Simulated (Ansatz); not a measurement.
# CH4S2Sn: one species, many methods

Aim: compute CH4S2Sn with functionals from several rungs and with coupled cluster, and see how far each lands from CCSD(T) at the basis-set limit for the atomisation energy.

The runs use Ansatz 0.2.0, Gaussian basis; functionals in def2-TZVPP, the program's frozen cores in correlated methods.

Plan: PBE-D4, r2SCAN-D4, PBE0-D4, B3LYP-D4, ωB97X-V, ωB97M-V, B2PLYP; CCSD(T)/def2-TZVPP; CCSD(T)/def2-QZVPP; extrapolation to the limit.

### Step 1. The relaxed structure

The geometry comes from an earlier relaxation with PBE0-D4/def2-TZVP; it is a stationary point, not always the lowest conformer. Sn takes the def2 core potential; no spin-orbit term is included.

SMILES `C[S][Sn][SH]`, 8 atoms, charge 0, spin multiplicity 1.

Atoms are counted from 1 here; the program's logs count them from 0.

Bond lengths: C1–S2 1.812 Å, C1–H5 1.090 Å, C1–H6 1.090 Å, C1–H7 1.090 Å, S2–Sn3 2.415 Å, Sn3–S4 2.438 Å, S4–H8 1.343 Å. Angles: S2–C1–H5 107.1°, S2–C1–H6 111.0°, S2–C1–H7 111.0°, H5–C1–H6 109.1°, H5–C1–H7 109.1°, H6–C1–H7 109.4°, C1–S2–Sn3 107.7°, S2–Sn3–S4 95.5°, Sn3–S4–H8 92.6°.

### Step 2. PBE-D4 (GGA)

File in.yaml:

```yaml
crystal:
  periodic: [false, false, false]
  atoms:
    - {symbol: C, position_ang: [-1.122671, -0.487678, 0.606828]}
    - {symbol: S, position_ang: [0.337121, -1.534956, 0.844045]}
    - {symbol: Sn, position_ang: [2.186142, -0.488852, -0.304238]}
    - {symbol: S, position_ang: [0.907823, 1.421112, -1.117044]}
    - {symbol: H, position_ang: [-1.950243, -0.968287, 1.128877]}
    - {symbol: H, position_ang: [-1.370748, -0.398240, -0.450333]}
    - {symbol: H, position_ang: [-0.963273, 0.504880, 1.027235]}
    - {symbol: H, position_ang: [1.975859, 1.952022, -1.735371]}
basis:
  gaussian: {orbitals: def2-TZVPP}
hamiltonian: {xc: pbe, dispersion: d4}
output: {forces: true, orbitals: {seedname: orbitals}}
```

Started as:

```
$ ansatz run in.yaml --threads 2 --pin off --events-out ev --progress --plain --max-ram 32768MiB --backend cpu
```

After this run come: r2SCAN-D4 (meta-GGA); PBE0-D4 (hybrid); B3LYP-D4 (hybrid); ωB97X-V (range-separated); ωB97M-V (range-separated); B2PLYP (double hybrid); CCSD(T) in def2-TZVPP; CCSD(T) in def2-QZVPP.

Q: Predict the results of all the runs planned. Wanted: atomisation energy, CCSD(T)/CBS; farthest; mean size of error, hybrid; mean size of error, range-separated; gap, smallest and largest; T1 diagnostic; triples share of the correlation energy.

**Answer**, as computed:

| quantity | value |
| --- | --- |
| atomisation energy, CCSD(T)/CBS | 26.863 eV |
| functionals within 0.269 eV (1.0 %) | r2SCAN-D4, PBE0-D4, B3LYP-D4, ωB97X-V, ωB97M-V |
| farthest | B2PLYP (-0.589 eV) |
| mean size of error, hybrid | 0.085 eV |
| mean size of error, range-separated | 0.029 eV |
| gap, smallest and largest | 2.96 eV (PBE-D4), 8.56 eV (ωB97X-V) |
| T1 diagnostic | 0.0156 |
| triples share of the correlation energy | 4.2 % |

PBE-D4 is off by +0.519 eV, about 0.074 eV a bond. Double hybrids carry the basis error of their MP2 part in triple zeta, and no dispersion term here, so their miss is partly the set-up's. The reference freezes the cores and leaves out spin-orbit coupling and excitations past (T), and its outer-core shells are covered unevenly, so misses under about 0.269 eV can't be ranked. All levels share the lack of spin-orbit coupling, which lowers the free heavy atoms and so the true binding. Hartree-Fock recovers 69 % of the binding; the rest is correlation. Orbital gaps span 3.0 to 8.6 eV; exact exchange widens them. Correlated methods include outer-core shells of Sn, which these sets cover unevenly.
